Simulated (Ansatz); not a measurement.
# Te, space group R-3m: a short molecular-dynamics run

Computed with Ansatz 0.2.0 through its Python package.

The script reads `te.xyz`:
```text
1
Lattice="2.30590434 1.33131449 1.6909537 -2.30590434 1.33131449 1.6909537 0.0 -2.66262899 1.6909537" Properties=species:S:1:pos:R:3 pbc="T T T"
Te    0.00000000    0.00000000    2.53643056
```

At the Python prompt:
```pycon
>>> import warnings
>>> import ansatz as az
>>> import numpy as np
>>> warnings.simplefilter("ignore", az.DeckWarning)
>>> te = az.Crystal.from_extxyz("te.xyz")
>>> # a coarse mesh keeps each step cheap
>>> job = (
...     te.supercell(2).calculation()
...     .functional("PBEsol")
...     .kpoints(2, 2, 2, center="gamma")
...     .occupations("cold")
...     .md("npt_langevin", timestep=2.0 * az.fs, steps=20, temperature=100, friction=0.05, pressure=0, initial_velocities="maxwell_boltzmann", seed=654)
... )
>>> steps = []
>>> def collect(event):
...     if event["event"] == "md_step":
...         steps.append(event["data"])
...
>>> res = job.session().plan().execute(on_event=collect)

>>> rep = res.report
>>> {key: value for key, value in rep.items() if isinstance(value, (int, float)) and "ev" in key}
{'n_hpsi_unsolved_levels': 144, 'gap_by_band_count_ev': -3.6516462292400895, 'fermi_energy_ev': 9.468298228821194, 'harris_foulkes_ev': -55212.30754631452, 'scf_correction_max_component_ev_ang': 0.00021284533057351097, 'free_energy_ev': -55212.307546313314, 'internal_energy_ev': -55212.28930271918, 'lagrangian_ev': -55212.307546313314, 'energy_sigma0_ev': -55212.30146511527, 'lagrangian_sigma0_ev': -55212.30146511527, 'lagrangian_above_aufbau_ev': -0.010878766491653577, 'entropy_ts_ev': 0.018243594128322396}
>>> print(" step   t (fs)     E_pot (eV)   E_kin (eV)    T (K)   P (GPa)")
 step   t (fs)     E_pot (eV)   E_kin (eV)    T (K)   P (GPa)
>>> for s in steps[::1]:
...     print(f"{s['step']:5d} {s['time_fs']:8.1f} {s['lagrangian_ev']:14.4f} {s['e_kin_ev']:12.4f} {s['temperature_k']:8.1f} {s['instantaneous_pressure_gpa']:9.3f}")
...
    0      0.0    -55212.2606       0.0905     87.5    -1.588
    1      2.0    -55212.2611       0.0962     93.0    -1.575
    2      4.0    -55212.2624       0.0947     91.6    -1.551
    3      6.0    -55212.2652       0.0877     84.8    -1.498
    4      8.0    -55212.2695       0.0997     96.4    -1.409
    5     10.0    -55212.2741       0.1100    106.4    -1.311
    6     12.0    -55212.2786       0.1267    122.6    -1.206
    7     14.0    -55212.2828       0.1209    116.9    -1.110
    8     16.0    -55212.2864       0.1423    137.6    -1.009
    9     18.0    -55212.2899       0.1230    119.0    -0.926
   10     20.0    -55212.2937       0.1171    113.2    -0.823
   11     22.0    -55212.2973       0.1470    142.1    -0.701
   12     24.0    -55212.3006       0.1375    133.0    -0.583
   13     26.0    -55212.3034       0.1287    124.5    -0.457
   14     28.0    -55212.3054       0.1379    133.4    -0.342
   15     30.0    -55212.3065       0.1239    119.8    -0.259
   16     32.0    -55212.3072       0.0886     85.7    -0.212
   17     34.0    -55212.3077       0.0982     95.0    -0.160
   18     36.0    -55212.3077       0.0995     96.3    -0.126
   19     38.0    -55212.3075       0.1093    105.7    -0.108
   20     40.0    -55212.3077       0.1073    103.8    -0.066
>>> temperature = np.array([s["temperature_k"] for s in steps])
>>> print(f"mean temperature of the second half {temperature[len(steps) // 2 :].mean():.1f} K")
mean temperature of the second half 113.9 K
>>> with open("trajectory.xyz", "w") as handle:
...     for s in steps[::5]:
...         handle.write(f"{len(s['positions_ang'])}\nt = {s['time_fs']} fs\n")
...         for site, xyz in zip(res.lattice.sites, s["positions_ang"]):
...             handle.write("{} {:.4f} {:.4f} {:.4f}\n".format(site.symbol, *xyz))
...
13
25
25
25
26
24
25
24
25
14
25
26
25
26
24
25
24
25
14
25
25
25
26
24
25
24
26
14
24
25
25
26
24
25
24
26
14
24
25
25
26
24
25
24
26
>>> kept = np.array([s["conserved_ev"] for s in steps], float)
>>> print(f"conserved energy drifts by {1000 * (kept[-1] - kept[0]) / len(res.lattice.sites):+.3f} meV/atom")
conserved energy drifts by -0.003 meV/atom
```

`trajectory.xyz`, as written:
```text
8
t = 0.0 fs
Te 0.0000 -0.0000 2.5364
Te 0.0000 -2.6626 4.2274
Te -2.3059 1.3313 4.2274
Te -2.3059 -1.3313 5.9183
Te 2.3059 1.3313 4.2274
Te 2.3059 -1.3313 5.9183
Te 0.0000 2.6626 5.9183
Te 0.0000 -0.0000 7.6093
8
t = 10.0 fs
Te 0.0110 -0.0048 2.5240
Te -0.0010 -2.6612 4.2140
Te -2.3078 1.3296 4.2156
Te -2.3117 -1.3376 5.9109
Te 2.3186 1.3271 4.2047
Te 2.2984 -1.3248 5.9111
Te 0.0052 2.6601 5.9079
Te -0.0022 0.0050 7.6029
8
t = 20.0 fs
Te 0.0207 -0.0056 2.5186
Te 0.0017 -2.6624 4.1902
Te -2.3087 1.3280 4.1941
Te -2.3225 -1.3402 5.8872
Te 2.3277 1.3133 4.1816
Te 2.2931 -1.3089 5.8966
Te 0.0169 2.6489 5.8975
Te -0.0036 -0.0001 7.5829
8
t = 30.0 fs
Te 0.0348 0.0002 2.5068
Te 0.0013 -2.6548 4.1718
Te -2.3166 1.3177 4.1771
Te -2.3181 -1.3451 5.8626
Te 2.3375 1.3008 4.1562
Te 2.2814 -1.2968 5.8769
Te 0.0320 2.6308 5.8838
Te -0.0057 -0.0094 7.5673
8
t = 40.0 fs
Te 0.0409 0.0081 2.5012
Te 0.0010 -2.6557 4.1597
Te -2.3243 1.3111 4.1743
Te -2.3125 -1.3534 5.8511
Te 2.3502 1.2986 4.1449
Te 2.2714 -1.2826 5.8677
Te 0.0421 2.6243 5.8772
Te -0.0092 -0.0209 7.5705
```

What to keep in mind:
- Absolute energies stand on the zero of these potentials, so only differences at equal settings mean something.
- The conserved energy holds the terms of thermostat and barostat.
- For a metal this mesh is far too coarse, so the numbers only illustrate the procedure.
- An absolute Fermi energy rests on an arbitrary zero of the periodic potential and has no direct meaning.
- A gap by band count of zero or less means overlapping bands, a metal.
- This isn't the structure that Te takes at ambient conditions.
- Levels are Kohn-Sham eigenvalues on this mesh, without spin-orbit coupling.
- A small cell, a coarse mesh and a very short run: it shows the set-up and gives no equilibrium averages.
- The whole script took 81 s on 1 thread of Intel(R) Xeon(R) Platinum 8488C (Sapphire Rapids), with other jobs on the host, peak memory 0.7 GiB.

(Lines on the test bed's own set-up are left out of the output.)
